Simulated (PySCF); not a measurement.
# C₃H₆BBrO₂: spin-spin couplings

Wanted: the spin-spin couplings of C₃H₆BBrO₂ (`OB(Br)OC1CC1`), by calculation.

Programs: PySCF 2.14.0, with density-fitted response routines of our own. Each step states its level of theory. These are calculated values for one molecule in the gas phase, unless marked as measured. Atoms are numbered from 0 throughout.

**1. The starting structure**

13 atoms, charge 0, multiplicity 1; geometry from: GFN2-xTB.

Bonds of the start (Å): O0–B1 1.34, B1–Br2 1.91, B1–O3 1.33, O3–C4 1.40, C4–C5 1.50, C5–C6 1.50, C6–C4 1.50, O0–H7 0.96, C4–H8 1.08, C5–H9 1.08, C5–H10 1.08, C6–H11 1.08, C6–H12 1.08.

**2. Spin-spin couplings: B3LYP/pcSseg-1+pcJ-1**

What the job is given:

```
{"job": {"kind": "j", "xc": "B3LYP", "basis": "pcJ-1"}, "charge": 0, "multiplicity": 1}
O      2.452094    -0.608369    -0.801202
B      1.907415     0.463744    -0.199193
Br     2.981262     1.910202     0.420386
O      0.605203     0.616371     0.015799
C     -0.395863    -0.296555    -0.342057
C     -1.725062     0.268405    -0.734389
C     -1.563095    -0.428677     0.585398
H      3.400872    -0.646447    -0.921369
H     -0.011144    -1.172724    -0.850528
H     -2.273815    -0.223246    -1.522134
H     -1.826621     1.342258    -0.721988
H     -1.557101     0.182114     1.474394
H     -1.998532    -1.406590     0.717908
```

Method: B3LYP/pcJ-1 Br:pcSseg-1 indirect spin-spin coupling, non-relativistic, gas phase.

Run with:

```console
> OMP_NUM_THREADS=1 python probes_run.py task.json out
```

The driver reads the jobs from task.json and runs them one after another.

Output:

```text
coarse grid: 53248 points
cycle   1  E = -2867.1096265076  dE = -5.968e-02  |g| = 1.160e+00  |ddm| = 3.091e+00
cycle   2  E = -2866.9178995234  dE =  1.917e-01  |g| = 1.448e+00  |ddm| = 1.405e+00
cycle   3  E = -2867.2556485035  dE = -3.377e-01  |g| = 2.431e-01  |ddm| = 1.028e+00
cycle   4  E = -2867.2647100564  dE = -9.062e-03  |g| = 6.089e-02  |ddm| = 1.692e-01
cycle   5  E = -2867.2653687111  dE = -6.587e-04  |g| = 2.306e-02  |ddm| = 5.506e-02
cycle   6  E = -2867.2654675150  dE = -9.880e-05  |g| = 5.694e-03  |ddm| = 1.660e-02
cycle   7  E = -2867.2654726956  dE = -5.181e-06  |g| = 1.535e-03  |ddm| = 4.091e-03
final grid: 112560 points
cycle   8  E = -2867.2653890108  dE =  5.795e-07  |g| = 2.434e-03  |ddm| = 3.030e-03
cycle   9  E = -2867.2653871314  dE =  1.879e-06  |g| = 4.126e-03  |ddm| = 3.788e-03
cycle  10  E = -2867.2653900313  dE = -2.900e-06  |g| = 2.627e-04  |ddm| = 2.382e-03
cycle  11  E = -2867.2653900457  dE = -1.443e-08  |g| = 2.509e-05  |ddm| = 1.927e-04
cycle  12  E = -2867.2653900458  dE = -1.214e-10  |g| = 7.629e-06  |ddm| = 2.415e-05
converged SCF energy = -2867.2653900458

Indirect spin-spin couplings (Hz)
  i      j    bonds     total        FC       PSO       DSO        SD
  0 O    1 B    1    -17.286   -21.650     4.680    -0.226    -0.090
  0 O    4 C    3     -3.583    -3.712     0.158    -0.029         -
  0 O    7 H    1   -101.034   -89.192   -11.410    -0.433         -
  1 B    3 O    1    -22.324   -26.582     4.902    -0.268    -0.375
  1 B    4 C    2      0.378     0.398    -0.034     0.021    -0.007
  1 B    5 C    3      1.217     1.178     0.084    -0.058     0.013
  1 B    6 C    3      1.070     1.037     0.081    -0.056     0.009
  1 B    7 H    2      0.581     1.182     0.063    -0.631    -0.033
  1 B    8 H    3      1.858     1.863    -0.336     0.349    -0.017
  1 B    9 H    4      0.307     0.227     0.340    -0.260     0.000
  1 B   10 H    4      0.379     0.237     0.275    -0.137     0.004
  1 B   11 H    4      0.388     0.248     0.264    -0.127     0.003
  1 B   12 H    4      0.260     0.182     0.334    -0.255    -0.001
  3 O    4 C    1     18.154    18.828    -0.499    -0.175         -
  3 O    5 C    2     -3.230    -3.308     0.089    -0.011         -
  3 O    6 C    2     -3.011    -3.092     0.091    -0.011         -
  3 O    7 H    3     -1.369    -1.689    -0.049     0.369         -
  3 O    8 H    2     -2.268    -1.740    -0.582     0.054         -
  3 O    9 H    3     -2.279    -2.293    -0.179     0.193         -
  3 O   10 H    3     -4.633    -4.509     0.006    -0.130         -
  3 O   11 H    3     -4.641    -4.514     0.002    -0.129         -
  3 O   12 H    3     -2.181    -2.196    -0.179     0.193         -
  4 C    5 C    1     18.972    20.001    -1.270     0.241         -
  4 C    6 C    1     18.797    19.824    -1.268     0.241         -
  4 C    7 H    4      0.906     0.923     0.430    -0.447         -
  4 C    8 H    1    192.008   191.205    -0.497     1.300         -
  4 C    9 H    2      0.361     0.263     0.283    -0.186         -
  4 C   10 H    2     -4.125    -4.185     0.240    -0.180         -
  4 C   11 H    2     -4.106    -4.166     0.240    -0.180         -
  4 C   12 H    2      0.354     0.257     0.283    -0.185         -
  5 C    6 C    1     13.886    14.196    -0.492     0.182         -
  5 C    8 H    2      1.113     1.100     0.287    -0.274         -
  5 C    9 H    1    166.511   164.904     0.773     0.834         -
  5 C   10 H    1    169.240   167.726     0.635     0.879         -
  5 C   11 H    2     -1.927    -2.086     0.469    -0.310         -
  5 C   12 H    2     -2.627    -2.823     0.551    -0.354         -
  6 C    8 H    2      1.089     1.077     0.285    -0.273         -
  6 C    9 H    2     -2.632    -2.829     0.551    -0.354         -
  6 C   10 H    2     -1.926    -2.085     0.469    -0.310         -
  6 C   11 H    1    169.192   167.677     0.636     0.879         -
  6 C   12 H    1    166.536   164.929     0.773     0.834         -
  8 H    9 H    3      7.399     7.378     0.171    -0.149         -
  8 H   10 H    3      3.342     3.332     2.598    -2.588         -
  8 H   11 H    3      3.325     3.314     2.595    -2.585         -
  8 H   12 H    3      7.412     7.390     0.165    -0.143         -
  9 H   10 H    2     -7.251    -7.475     3.204    -2.980         -
  9 H   11 H    3      8.157     8.135     2.786    -2.763         -
  9 H   12 H    3     11.743    11.760     0.455    -0.473         -
 10 H   11 H    3     12.888    12.853     0.202    -0.167         -
 10 H   12 H    3      8.176     8.154     2.786    -2.764         -
 11 H   12 H    2     -7.233    -7.457     3.204    -2.980         -
```

Run time: 1.8 min. Hardware: 1 thread of Arm Neoverse N1, shared host; peak memory 1.1 GiB.

A choice of the couplings up to four bonds, sorted by the number of bonds, with means over like pairs; isotopes 11B, 13C, 1H, 17O:

| pair | bonds | J (Hz) | Fermi contact (Hz) | dihedral (°) |
| --- | --- | --- | --- | --- |
| C4–H8 | 1 | 192.0 | 191.2 | – |
| C5–H10 | 1 | 169.2 | 167.7 | – |
| C5–H9 | 1 | 166.5 | 164.9 | – |
| O0–H7 | 1 | -101.0 | -89.2 | – |
| B1–O3 | 1 | -22.3 | -26.6 | – |
| C4–C5 | 1 | 18.9 | 19.9 | – |
| O3–C4 | 1 | 18.2 | 18.8 | – |
| O0–B1 | 1 | -17.3 | -21.6 | – |
| C5–C6 | 1 | 13.9 | 14.2 | – |
| H9–H10 | 2 | -7.2 | -7.5 | – |
| C4–H10 | 2 | -4.1 | -4.2 | – |
| O3–C5 | 2 | -3.1 | -3.2 | – |
| C5–H12 | 2 | -2.6 | -2.8 | – |
| O3–H8 | 2 | -2.3 | -1.7 | – |
| C5–H11 | 2 | -1.9 | -2.1 | – |
| C5–H8 | 2 | 1.1 | 1.1 | – |
| H10–H11 | 3 | 12.9 | 12.9 | 0 |
| H9–H12 | 3 | 11.7 | 11.8 | 0 |
| H9–H11 | 3 | 8.2 | 8.1 | -145 |
| H8–H9 | 3 | 7.4 | 7.4 | 0 |
| O3–H10 | 3 | -4.6 | -4.5 | 0 |
| O0–C4 | 3 | -3.6 | -3.7 | 0 |
| H8–H10 | 3 | 3.3 | 3.3 | -143 |
| O3–H9 | 3 | -2.2 | -2.2 | 144 |
| B1–H8 | 3 | 1.9 | 1.9 | -1 |

The spin-dipole term was solved for some atoms only; pairs without it lack that part.

The response was solved for the nuclei of B, C, H alone, so couplings that need other nuclei can be missing.

Quadrupole couplings from the field gradients of the same density:

| atom | isotope | eQq/h (MHz) | η |
| --- | --- | --- | --- |
| Br2 | 79Br | 331.3 | 0.27 |
| O3 | 17O | -9.465 | 0.01 |
| O0 | 17O | -8.731 | 0.16 |
| B1 | 11B | 2.098 | 0.59 |

**3. Outcome**

```
                                            quantity                    value
largest coupling of the table (B3LYP/pcSseg-1+pcJ-1)  1J(C,H) C4–H8, 192.0 Hz
```

What this shows: In the run at B3LYP/pcSseg-1+pcJ-1, the largest coupling of the table is C4–H8, 192.0 Hz, of which the Fermi-contact term gives 191.2 Hz. Couplings across rotatable bonds belong to this one conformer; where others are populated, the observed values are averages. Spin-orbit coupling is left out, which matters for shieldings and couplings at and beside the heavy atoms.
